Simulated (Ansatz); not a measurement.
# C2H5BO2: one species, many methods

One table from this session's results is given with a row withheld; the runs are named, their logs left out.

Program: Ansatz 0.2.0, Gaussian basis. Level of theory: functionals in def2-TZVPP, the program's frozen cores in correlated methods. These are calculated values, not measurements.

The runs, in order: LDA (SPW92), PBE-D4, revPBE-D4, BLYP-D4, r2SCAN-D4, B97M-V, PBE0-D4, B3LYP-D4, r2SCANh-D4, r2SCAN0-D4, HSE06-D4, BHLYP-D4, CAM-B3LYP-D4, LC-ωPBE, ωB97X-V, ωB97M-V, B2PLYP, PBE-QIDH; CCSD(T)/def2-SVP; CCSD(T)/def2-TZVPP; MP2/def2-QZVPP; extrapolation to the limit; RPA on PBE.

### The geometry

The geometry comes from an earlier relaxation with PBE0-D4 in a triple-zeta def2 set; it is a stationary point, not always the lowest conformer.

SMILES `BOC1CO1`, 10 atoms, charge 0, spin multiplicity 1.

Atoms are counted from 1 here; the program's logs count them from 0.

Bond lengths: B1–O2 1.347 Å, B1–H6 1.194 Å, B1–H7 1.200 Å, O2–C3 1.386 Å, C3–C4 1.454 Å, C3–O5 1.386 Å, C3–H8 1.087 Å, C4–O5 1.431 Å, C4–H9 1.087 Å, C4–H10 1.086 Å. Angles: O2–B1–H6 116.4°, O2–B1–H7 120.4°, H6–B1–H7 123.1°, B1–O2–C3 123.0°, O2–C3–C4 122.0°, O2–C3–O5 115.3°, O2–C3–H8 111.4°, C4–C3–O5 60.5°, C4–C3–H8 121.8°, O5–C3–H8 115.6°, C3–C4–O5 57.4°, C3–C4–H9 120.5°, C3–C4–H10 118.6°, O5–C4–H9 115.6°, O5–C4–H10 114.9°, H9–C4–H10 116.1°, C3–O5–C4 62.1°.

Set-up of the first run:

Contents of in.yaml:

```yaml
crystal:
  periodic: [false, false, false]
  atoms:
    - {symbol: B, position_ang: [-1.489776, 0.049385, -0.906901]}
    - {symbol: O, position_ang: [-0.880834, -0.801587, -0.058328]}
    - {symbol: C, position_ang: [0.167801, -0.423522, 0.765502]}
    - {symbol: C, position_ang: [1.324029, 0.298561, 0.260244]}
    - {symbol: O, position_ang: [1.359348, -1.101147, 0.557501]}
    - {symbol: H, position_ang: [-2.397449, -0.394117, -1.544189]}
    - {symbol: H, position_ang: [-1.121235, 1.187737, -0.995006]}
    - {symbol: H, position_ang: [-0.152022, -0.341588, 1.801635]}
    - {symbol: H, position_ang: [1.909969, 0.932676, 0.919915]}
    - {symbol: H, position_ang: [1.363471, 0.542502, -0.797373]}
basis:
  gaussian: {orbitals: def2-TZVPP}
hamiltonian: {xc: lda}
output: {orbitals: {seedname: orbitals}}
```

Launch:

```sh
ansatz run in.yaml --threads 2 --pin off --events-out ev --progress --plain --max-ram 4352MiB
```

Steps of the session up to this table: LDA; PBE-D4 (GGA); revPBE-D4 (GGA); BLYP-D4 (GGA); r2SCAN-D4 (meta-GGA); B97M-V (meta-GGA); PBE0-D4 (hybrid); B3LYP-D4 (hybrid); r2SCANh-D4 (hybrid); r2SCAN0-D4 (hybrid); HSE06-D4 (hybrid); BHLYP-D4 (hybrid); CAM-B3LYP-D4 (range-separated); LC-ωPBE (range-separated); ωB97X-V (range-separated); ωB97M-V (range-separated); B2PLYP (double hybrid); PBE-QIDH (double hybrid).

One of the session's tables, all rows but one given; the rest of the session is left out.

It belongs to the step «Orbital energies across the functionals». 

```
  functional  HOMO (eV)  gap (eV)
 LDA (SPW92)      -7.01      5.00
      PBE-D4      -6.87      5.14
   revPBE-D4      -6.81      5.20
     BLYP-D4      -6.78      5.17
   r2SCAN-D4      -7.19      5.87
      B97M-V      -7.36      5.88
     PBE0-D4      -8.50      7.77
    B3LYP-D4      -8.25      7.26
  r2SCANh-D4      -7.81      6.83
  r2SCAN0-D4      -8.74      8.26
    HSE06-D4      -8.10      6.98
    BHLYP-D4          ?         ?
CAM-B3LYP-D4      -9.98     10.28
     LC-ωPBE     -11.31     12.86
     ωB97X-V     -10.99     12.41
     ωB97M-V     -10.92     12.04
```

**Question.** Estimate the row for BHLYP-D4.

Worked estimate for «HOMO (eV)». Against the share of exact exchange, BLYP-D4 (0, -6.78), B3LYP-D4 (0.2, -8.25) give a slope of -7.35 per unit share; at 0.5 the line stands at -10.45.

As computed: HOMO (eV): -10.08; gap (eV): 10.29. In «HOMO (eV)» the line misses by -0.37.
